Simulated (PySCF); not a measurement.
# [Eu(NH3)2]3+: how settings move a single point

Aim: repeat the single point on relaxed [Eu(NH3)2]3+ with altered settings, some of them bad on purpose. The structure is generated, not taken from experiment.

Program: PySCF 2.14.0. Level of theory: PBE, Eu lcecp-1-SVP with ECP52, N def2-SVP, H def2-SVP; scalar-relativistic core potentials, no spin–orbit coupling. These are calculated values, not measurements.

2 further runs of the same task are left out: 1 for a known fault of the program, 1 set aside as unsound or not needed.

## (1) The system as given

9 atoms, charge 3, spin multiplicity 1.

Bond lengths: Eu1–N2 2.408 Å, Eu1–N6 2.408 Å, N2–H3 1.050 Å, N2–H4 1.051 Å, N2–H5 1.051 Å, N6–H7 1.051 Å, N6–H8 1.051 Å, N6–H9 1.050 Å. Angles: N2–Eu1–N6 111.1°, Eu1–N2–H3 116.8°, Eu1–N2–H4 115.9°, Eu1–N2–H5 114.7°, H3–N2–H4 102.6°, H3–N2–H5 102.6°, H4–N2–H5 102.3°, Eu1–N6–H7 116.0°, Eu1–N6–H8 114.7°, Eu1–N6–H9 116.7°, H7–N6–H8 102.3°, H7–N6–H9 102.5°, H8–N6–H9 102.6°.

As a file:

```xyz
9
charge 3, multiplicity 1
Eu   -0.6338   -0.9827    0.0001
N     0.1044    0.1612    1.9860
H     1.0019    0.7020    1.9148
H    -0.5613    0.8734    2.3794
H     0.2782   -0.4638    2.8133
N     0.1022    0.1621   -1.9862
H     1.0658   -0.0819   -2.3282
H    -0.4891   -0.0126   -2.8377
H     0.1347    1.2107   -1.9415
```

Formal oxidation states: Eu +3. Each metal's 6 4f electrons lie in its core potential, so multiplicities, spins and levels count the valence alone. An earlier session relaxed this geometry at PBE, Eu lcecp-1-SVP with ECP52, N def2-SVP, H def2-SVP (singlet, point group C1).

The sound run used a (50, 194) grid (finer on f atoms), a threshold of 1e-8 and at most 55 cycles, and ended at -147.061883 Eh.

## (2) Altered run 1

run.py (the lines that set the calculation) reads:

```python
mol = gto.M(atom='''
Eu    -0.59580    -0.92376     0.00006
N      0.09812     0.15154     1.86687
H      0.94177     0.65986     1.79992
H     -0.52759     0.82103     2.23660
H      0.26150    -0.43595     2.64449
N      0.09602     0.15241    -1.86704
H      1.00190    -0.07695    -2.18849
H     -0.45975    -0.01181    -2.66743
H      0.12662     1.13805    -1.82497''',
    basis={'Eu': 'lcecp-1-SVP', 'N': 'def2-SVP', 'H': 'def2-SVP'},
    ecp={'Eu': 'lcecp-1-SVP'},
    charge=3, spin=0)
mf = dft.RKS(mol, xc='PBE')
mf.grids.atom_grid = (50, 194)  # f atoms: unpruned, at least (60, 302)
mf = mf.density_fit()  # fitting sets: Eu AutoAux, N def2-universal-JKFIT, H def2-universal-JKFIT
mf.conv_tol = 1e-08; mf.max_cycle = 55
mf.kernel(dm0)  # dm0: free metal ions and neutral atoms
```

Launch:

```bash
$ OMP_NUM_THREADS=2 python run.py
```

What it wrote:

```text
init E= -140.157161971281
  HOMO = -1.38080265048068  LUMO = -0.762379312463061  gap/eV = 16.82816
cycle= 1 E= -145.180720705774  delta_E= -5.02  |g|= 2.99  |ddm|= 3.21
  HOMO = -0.677014872163537  LUMO = -0.672862758818408  gap/eV = 0.11298
cycle= 2 E= -131.047990239367  delta_E= 14.1  |g|= 6.12  |ddm|= 7.68
  HOMO = -0.84403167893477  LUMO = -0.559649299976492  gap/eV = 7.73844
cycle= 3 E= -146.656520039419  delta_E= -15.6  |g|= 1.19  |ddm|= 7.37
  HOMO = -0.946681101633143  LUMO = -0.749211703431748  gap/eV = 5.37342
cycle= 4 E= -147.007612550246  delta_E= -0.351  |g|= 0.282  |ddm|= 2.08
  HOMO = -0.919525741791661  LUMO = -0.700123321184828  gap/eV = 5.97024
cycle= 5 E= -147.03436359768  delta_E= -0.0268  |g|= 0.038  |ddm|= 0.409
  HOMO = -0.923138113442357  LUMO = -0.697600368231846  gap/eV = 6.13719
cycle= 6 E= -147.034680037365  delta_E= -0.000316  |g|= 0.0111  |ddm|= 0.0411
  HOMO = -0.923769122608211  LUMO = -0.697992305926129  gap/eV = 6.14370
cycle= 7 E= -147.034696189951  delta_E= -1.62e-05  |g|= 0.00708  |ddm|= 0.0126
  HOMO = -0.923915353559966  LUMO = -0.6980159454811  gap/eV = 6.14704
cycle= 8 E= -147.034706851318  delta_E= -1.07e-05  |g|= 0.00127  |ddm|= 0.00622
  HOMO = -0.923902935108188  LUMO = -0.697968524047241  gap/eV = 6.14799
cycle= 9 E= -147.034707217937  delta_E= -3.67e-07  |g|= 0.000135  |ddm|= 0.00114
  HOMO = -0.923902446868895  LUMO = -0.697951570851189  gap/eV = 6.14844
cycle= 10 E= -147.034707222719  delta_E= -4.78e-09  |g|= 1.77e-05  |ddm|= 0.00017
  HOMO = -0.923904453309586  LUMO = -0.697949455857383  gap/eV = 6.14855
Extra cycle  E= -147.034707222701  delta_E= 1.82e-11  |g|= 2.01e-05  |ddm|= 3.12e-05
converged SCF energy = -147.034707222701
```

Wall time 3.7 s (2 threads of Arm Neoverse V2, shared host).

Changed: the scale of all coordinates (0.94). It converges in 10 cycles, +0.739 eV from the sound run, with a largest force component of 2.95 eV/Å. The setting is unsound, so these numbers aren't the compound's.

## (3) Altered run 2

run.py (the lines that set the calculation) reads:

```python
mol = gto.M(atom='''
Eu    -0.63383    -0.98272     0.00007
N      0.10438     0.16121     1.98603
H      1.00188     0.70198     1.91481
H     -0.56126     0.87344     2.37936
H      0.27819    -0.46378     2.81328
N      0.10215     0.16214    -1.98622
H      1.06585    -0.08186    -2.32818
H     -0.48909    -0.01257    -2.83770
H      0.13471     1.21069    -1.94146''',
    basis={'Eu': 'lcecp-1-SVP', 'N': 'def2-SVP', 'H': 'def2-SVP'},
    ecp={'Eu': 'lcecp-1-SVP'},
    charge=3, spin=0)
mf = dft.RKS(mol, xc='PBE')
mf.grids.atom_grid = (50, 194)  # f atoms: unpruned, at least (60, 302)
mf = mf.density_fit()  # fitting sets: Eu AutoAux, N def2-universal-JKFIT, H def2-universal-JKFIT
mf.conv_tol = 0.001; mf.max_cycle = 55
mf.kernel(dm0)  # dm0: free metal ions and neutral atoms
```

Launch:

```bash
$ OMP_NUM_THREADS=2 python run.py
```

What it wrote:

```text
init E= -140.057126470478
  HOMO = -1.33696640412819  LUMO = -0.734492395912408  gap/eV = 16.39415
cycle= 1 E= -145.100724531293  delta_E= -5.04  |g|= 3.01  |ddm|= 3.06
  HOMO = -0.670439285650225  LUMO = -0.644087871822384  gap/eV = 0.71706
cycle= 2 E= -126.995955322258  delta_E= 18.1  |g|= 5.75  |ddm|= 8.23
  HOMO = -0.841378210313911  LUMO = -0.571636893531828  gap/eV = 7.34004
cycle= 3 E= -146.571245042493  delta_E= -19.6  |g|= 1.27  |ddm|= 8.11
  HOMO = -0.92060974622078  LUMO = -0.730327834682773  gap/eV = 5.17783
cycle= 4 E= -147.045059657131  delta_E= -0.474  |g|= 0.246  |ddm|= 2.26
  HOMO = -0.888510117314273  LUMO = -0.699983656965432  gap/eV = 5.13007
cycle= 5 E= -147.061392219127  delta_E= -0.0163  |g|= 0.044  |ddm|= 0.313
  HOMO = -0.890660841326813  LUMO = -0.696981757705592  gap/eV = 5.27028
cycle= 6 E= -147.061845006196  delta_E= -0.000453  |g|= 0.0122  |ddm|= 0.0514
  HOMO = -0.893651554074963  LUMO = -0.698604673371141  gap/eV = 5.30750
Extra cycle  E= -147.061823460626  delta_E= 2.15e-05  |g|= 0.016  |ddm|= 0.0238
converged SCF energy = -147.061823460626
```

Run time: 2.9 s. Hardware: 2 threads of Arm Neoverse V2, shared host.

Changed: the SCF threshold (0.001). It converges in 6 cycles, +0.002 eV from the sound run, with a largest force component of 0.06 eV/Å. The result survives the change.

## (4) Altered run 3

run.py (the lines that set the calculation), as its differences from that of step 3:

```diff
@@ -16,3 +16,3 @@
 mf = mf.density_fit()  # fitting sets: Eu AutoAux, N def2-universal-JKFIT, H def2-universal-JKFIT
-mf.conv_tol = 0.001; mf.max_cycle = 55
+mf.conv_tol = 1e-08; mf.max_cycle = 3
 mf.kernel(dm0)  # dm0: free metal ions and neutral atoms
```

Launch:

```bash
$ OMP_NUM_THREADS=2 python run.py
```

What it wrote:

```text
init E= -140.057126470478
  HOMO = -1.33696640412819  LUMO = -0.734492395912408  gap/eV = 16.39415
cycle= 1 E= -145.100724531293  delta_E= -5.04  |g|= 3.01  |ddm|= 3.06
  HOMO = -0.670439285650225  LUMO = -0.644087871822384  gap/eV = 0.71706
cycle= 2 E= -126.995955322258  delta_E= 18.1  |g|= 5.75  |ddm|= 8.23
  HOMO = -0.841378210313911  LUMO = -0.571636893531828  gap/eV = 7.34004
cycle= 3 E= -146.571245042493  delta_E= -19.6  |g|= 1.27  |ddm|= 8.11
SCF not converged.
```

Wall time 0.8 s (2 threads of Arm Neoverse V2, shared host).

Changed: the cycle limit (3). The SCF doesn't converge: the limit ends it too early, and the default cures it.

## (5) Altered run 4

run.py (the lines that set the calculation) reads:

```python
mol = gto.M(atom='''
Eu    -0.70989    -1.10065     0.00007
N      0.11691     0.18056     2.22435
H      1.12211     0.78622     2.14459
H     -0.62861     0.97825     2.66489
H      0.31158    -0.51943     3.15088
N      0.11440     0.18159    -2.22456
H      1.19375    -0.09169    -2.60756
H     -0.54778    -0.01407    -3.17822
H      0.15087     1.35597    -2.17443''',
    basis={'Eu': 'lcecp-1-SVP', 'N': 'def2-SVP', 'H': 'def2-SVP'},
    ecp={'Eu': 'lcecp-1-SVP'},
    charge=3, spin=0)
mf = dft.RKS(mol, xc='PBE')
mf.grids.atom_grid = (50, 194)  # f atoms: unpruned, at least (60, 302)
mf = mf.density_fit()  # fitting sets: Eu AutoAux, N def2-universal-JKFIT, H def2-universal-JKFIT
mf.conv_tol = 1e-08; mf.max_cycle = 55
mf.kernel(dm0)  # dm0: free metal ions and neutral atoms
```

Launch:

```bash
$ OMP_NUM_THREADS=2 python run.py
```

What it wrote:

```text
init E= -139.865930182203
  HOMO = -1.25189292809803  LUMO = -0.693462960401617  gap/eV = 15.19565
cycle= 1 E= -144.718275674099  delta_E= -4.85  |g|= 3.12  |ddm|= 2.87
  HOMO = -0.661025483208043  LUMO = -0.589270219327251  gap/eV = 1.95256
cycle= 2 E= -123.562435068346  delta_E= 21.2  |g|= 4.86  |ddm|= 8.87
  HOMO = -0.831402660512045  LUMO = -0.659371558889711  gap/eV = 4.68120
cycle= 3 E= -146.256401300624  delta_E= -22.7  |g|= 1.43  |ddm|= 8.96
  HOMO = -0.897427552387661  LUMO = -0.631308810415801  gap/eV = 7.24146
cycle= 4 E= -146.854966269965  delta_E= -0.599  |g|= 0.685  |ddm|= 2.11
  HOMO = -0.834788982749676  LUMO = -0.710856907843124  gap/eV = 3.37236
cycle= 5 E= -146.984618949742  delta_E= -0.13  |g|= 0.132  |ddm|= 0.909
  HOMO = -0.828602048304604  LUMO = -0.693002687856686  gap/eV = 3.68985
cycle= 6 E= -146.990369963565  delta_E= -0.00575  |g|= 0.039  |ddm|= 0.222
  HOMO = -0.832700322243494  LUMO = -0.696730556294106  gap/eV = 3.69993
cycle= 7 E= -146.990824812183  delta_E= -0.000455  |g|= 0.00722  |ddm|= 0.0458
  HOMO = -0.832376652741184  LUMO = -0.697061434146165  gap/eV = 3.68211
cycle= 8 E= -146.990838435825  delta_E= -1.36e-05  |g|= 0.00269  |ddm|= 0.00701
  HOMO = -0.832272292377711  LUMO = -0.697065080672362  gap/eV = 3.67918
cycle= 9 E= -146.990839477005  delta_E= -1.04e-06  |g|= 0.00178  |ddm|= 0.00244
  HOMO = -0.832196819588854  LUMO = -0.69707155469525  gap/eV = 3.67695
cycle= 10 E= -146.990840264033  delta_E= -7.87e-07  |g|= 0.000211  |ddm|= 0.00146
  HOMO = -0.832187509330463  LUMO = -0.697094215603854  gap/eV = 3.67608
cycle= 11 E= -146.990840278415  delta_E= -1.44e-08  |g|= 1.52e-05  |ddm|= 0.000271
  HOMO = -0.832187291152755  LUMO = -0.697095747987691  gap/eV = 3.67603
cycle= 12 E= -146.990840278494  delta_E= -7.97e-11  |g|= 3.09e-06  |ddm|= 2.13e-05
  HOMO = -0.832186785528613  LUMO = -0.697095569498286  gap/eV = 3.67602
Extra cycle  E= -146.99084027849  delta_E= 3.98e-12  |g|= 5.45e-06  |ddm|= 6.56e-06
converged SCF energy = -146.99084027849
```

Run time: 3.7 s. Hardware: 2 threads of Arm Neoverse V2, shared host.

Changed: the scale of all coordinates (1.12). It converges in 12 cycles, +1.933 eV from the sound run, with a largest force component of 3.29 eV/Å. The setting is unsound, so these numbers aren't the compound's.

## (6) Altered run 5

run.py (the lines that set the calculation) reads:

```python
mol = gto.M(atom='''
Eu    -0.63383    -0.98272     0.00007
N      0.10438     0.16121     1.98603
H      1.00188     0.70198     1.91481
H     -0.56126     0.87344     2.37936
H      0.27819    -0.46378     2.81328
N      0.10215     0.16214    -1.98622
H      1.06585    -0.08186    -2.32818
H     -0.48909    -0.01257    -2.83770
H      0.13471     1.21069    -1.94146''',
    basis={'Eu': 'lcecp-1-SVP', 'N': 'def2-SVP', 'H': 'def2-SVP'},
    ecp={'Eu': 'lcecp-1-SVP'},
    charge=3, spin=0)
mf = dft.RKS(mol, xc='PBE')
mf.grids.atom_grid = (50, 194)  # f atoms: unpruned, at least (60, 302)
mf = mf.density_fit()  # fitting sets: Eu AutoAux, N def2-universal-JKFIT, H def2-universal-JKFIT
mf.conv_tol = 1e-08; mf.max_cycle = 55
mf.kernel(dm0)  # dm0: smeared density
```

Launch:

```bash
$ OMP_NUM_THREADS=2 python run.py
```

What it wrote:

```text
init E= -147.025227438433
  HOMO = -0.898269310478313  LUMO = -0.689162451914014  gap/eV = 5.69009
cycle= 1 E= -147.060337085976  delta_E= -0.0351  |g|= 0.0681  |ddm|= 0.115
  HOMO = -0.882251491926167  LUMO = -0.706477543984866  gap/eV = 4.78305
cycle= 2 E= -147.056277104398  delta_E= 0.00406  |g|= 0.147  |ddm|= 0.247
  HOMO = -0.892441451174172  LUMO = -0.700368359769874  gap/eV = 5.22658
cycle= 3 E= -147.061854011173  delta_E= -0.00558  |g|= 0.00779  |ddm|= 0.136
  HOMO = -0.891985764728922  LUMO = -0.697932317423776  gap/eV = 5.28046
cycle= 4 E= -147.061882328814  delta_E= -2.83e-05  |g|= 0.0012  |ddm|= 0.017
  HOMO = -0.892154467706059  LUMO = -0.698064141936341  gap/eV = 5.28147
cycle= 5 E= -147.061882677597  delta_E= -3.49e-07  |g|= 0.000168  |ddm|= 0.00124
  HOMO = -0.892161286003995  LUMO = -0.698062294561881  gap/eV = 5.28170
cycle= 6 E= -147.061882684128  delta_E= -6.53e-09  |g|= 2.42e-05  |ddm|= 0.000145
  HOMO = -0.89216564667425  LUMO = -0.698062888767679  gap/eV = 5.28181
Extra cycle  E= -147.061882684041  delta_E= 8.65e-11  |g|= 3.17e-05  |ddm|= 5.29e-05
converged SCF energy = -147.061882684041
```

Run time: 3 s. Hardware: 2 threads of Arm Neoverse V2, shared host.

Changed: the starting guess (smeared density). It converges in 6 cycles, at the sound run's energy within 0.001 eV, with a largest force component of 0.01 eV/Å. The result survives the change.

## (7) Altered run 6

run.py (the lines that set the calculation), as its differences from that of step 6:

```diff
@@ -16,3 +16,3 @@
 mf = mf.density_fit()  # fitting sets: Eu AutoAux, N def2-universal-JKFIT, H def2-universal-JKFIT
-mf.conv_tol = 1e-08; mf.max_cycle = 55
-mf.kernel(dm0)  # dm0: smeared density
+mf.conv_tol = 1e-08; mf.max_cycle = 73
+mf.kernel(dm0)  # dm0: core Hamiltonian
```

Launch:

```bash
$ OMP_NUM_THREADS=2 python run.py
```

What it wrote:

```text
init E= -130.800777624472
  HOMO = -0.528695224642738  LUMO = -0.46794568059693  gap/eV = 1.65308
cycle= 1 E= -120.37222242451  delta_E= 10.4  |g|= 5.81  |ddm|=   12
  HOMO = -1.97522344380845  LUMO = -1.82807789961111  gap/eV = 4.00403
cycle= 2 E= -104.201586578605  delta_E= 16.2  |g|= 7.21  |ddm|=   14
  HOMO = -1.38474277378973  LUMO = -0.867513690078237  gap/eV = 14.07452
cycle= 3 E= -145.457424594208  delta_E= -41.3  |g|= 2.45  |ddm|=   11
  HOMO = -0.904812259640872  LUMO = -0.574077818443712  gap/eV = 8.99974
cycle= 4 E= -146.868615972988  delta_E= -1.41  |g|= 0.738  |ddm|=  2.5
  HOMO = -0.924267605018398  LUMO = -0.701478062718698  gap/eV = 6.06241
cycle= 5 E= -147.03901953337  delta_E= -0.17  |g|= 0.318  |ddm|= 1.21
  HOMO = -0.887717090626889  LUMO = -0.68243478111405  gap/eV = 5.58602
cycle= 6 E= -147.059232766939  delta_E= -0.0202  |g|= 0.0875  |ddm|= 0.247
  HOMO = -0.894016694296992  LUMO = -0.700470771966396  gap/eV = 5.26665
cycle= 7 E= -147.061777723042  delta_E= -0.00254  |g|= 0.021  |ddm|= 0.151
  HOMO = -0.892095378885646  LUMO = -0.69785444053208  gap/eV = 5.28557
cycle= 8 E= -147.061842955171  delta_E= -6.52e-05  |g|= 0.013  |ddm|= 0.027
  HOMO = -0.892192778291349  LUMO = -0.697851254179911  gap/eV = 5.28830
cycle= 9 E= -147.061878440211  delta_E= -3.55e-05  |g|= 0.00413  |ddm|= 0.0127
  HOMO = -0.892185013337907  LUMO = -0.698024280967937  gap/eV = 5.28338
cycle= 10 E= -147.061882632242  delta_E= -4.19e-06  |g|= 0.000438  |ddm|= 0.00385
  HOMO = -0.892164293490732  LUMO = -0.698077024248144  gap/eV = 5.28138
cycle= 11 E= -147.061882682286  delta_E= -5e-08  |g|= 7.6e-05  |ddm|= 0.000574
  HOMO = -0.892162840184593  LUMO = -0.698061334752293  gap/eV = 5.28177
cycle= 12 E= -147.061882684252  delta_E= -1.97e-09  |g|= 1e-05  |ddm|= 0.000134
  HOMO = -0.892161959240114  LUMO = -0.698064269322701  gap/eV = 5.28167
Extra cycle  E= -147.061882684197  delta_E= 5.49e-11  |g|= 1.81e-05  |ddm|= 3.34e-05
converged SCF energy = -147.061882684197
```

Wall time 3.9 s (2 threads of Arm Neoverse V2, shared host).

Changed: the starting guess (bare core Hamiltonian); the cycle limit is 73. It converges in 12 cycles, at the sound run's energy within 0.001 eV, with a largest force component of 0.01 eV/Å. The result survives the change.

## (8) Results

| run | changed | ending | energy change (eV) | cycles | time | usable |
| --- | --- | --- | --- | --- | --- | --- |
| 1 | the scale of all coordinates | converged | +0.739 | 10 | 3.7 s | no |
| 2 | the SCF threshold | converged | +0.002 | 6 | 2.9 s | yes |
| 3 | the cycle limit | not converged | – | 3 | 0.8 s | no |
| 4 | the scale of all coordinates | converged | +1.933 | 12 | 3.7 s | no |
| 5 | the starting guess | converged | 0.000 | 6 | 3 s | yes |
| 6 | the starting guess | converged | 0.000 | 12 | 3.9 s | yes |

3 of 6 altered runs give a usable result. 2 ended normally with numbers unfit to quote.
